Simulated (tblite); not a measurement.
# C4H14Ge2Si: the cost of one run

Programs: tblite 0.8.0 and PySCF 2.14.0, with density-fitted response routines of our own. Each step states its level of theory. These are calculated values for one molecule in the gas phase, unless marked as measured. Atoms are numbered from 0 throughout.

## 1. The starting structure

21 atoms, charge 0, multiplicity 1; geometry from: force field or distance geometry start.

Bonds of the start (Å): C0–C1 1.35, C1–C2 1.50, C2–Si3 1.87, Si3–C4 1.87, C4–Ge5 1.96, Ge5–Ge6 2.39, C0–H7 1.09, C0–H8 1.09, C1–H9 1.07, C2–H10 1.12, C2–H11 1.10, Si3–H12 1.48, Si3–H13 1.47, C4–H14 1.10, C4–H15 1.11, Ge5–H16 1.55, Ge5–H17 1.55, Ge6–H18 1.56, Ge6–H19 1.55, Ge6–H20 1.55.

## 2. Optimising the geometry with GFN2-xTB

Job settings and geometry (Å):

```
{"job": {"kind": "relax", "xc": "GFN2-xTB", "basis": "xTB"}, "charge": 0, "multiplicity": 1}
C      3.347500     0.495100     0.463100
C      2.311900     0.570500    -0.404100
C      1.468400    -0.631400    -0.696500
Si     0.346700    -1.044700     0.742200
C     -0.631100     0.441900     1.313700
Ge    -1.705800     1.145100    -0.163200
Ge    -3.201600    -0.531700    -0.971900
H      3.955000     1.380000     0.656800
H      3.578000    -0.430800     0.982300
H      2.115000     1.500200    -0.905100
H      0.813600    -0.404400    -1.577800
H      2.090900    -1.506500    -0.948900
H      1.170300    -1.518300     1.882100
H     -0.568600    -2.130300     0.357500
H     -1.303000     0.160600     2.142800
H      0.067100     1.230900     1.668800
H     -2.520200     2.360500     0.353100
H     -0.775500     1.608500    -1.311100
H     -4.061900    -1.059600     0.214800
H     -2.379300    -1.700300    -1.571400
H     -4.126200     0.081700    -2.051300
```

The run is started by

```
OMP_NUM_THREADS=1 python probes_run.py task.json out
```

The driver reads the jobs from task.json and runs them one after another.

**Question.** How long does this first job take on 1 thread of Arm Neoverse N1, shared host, and how much memory does it need?

About 2.7 s, with a peak of 0.18 GiB.
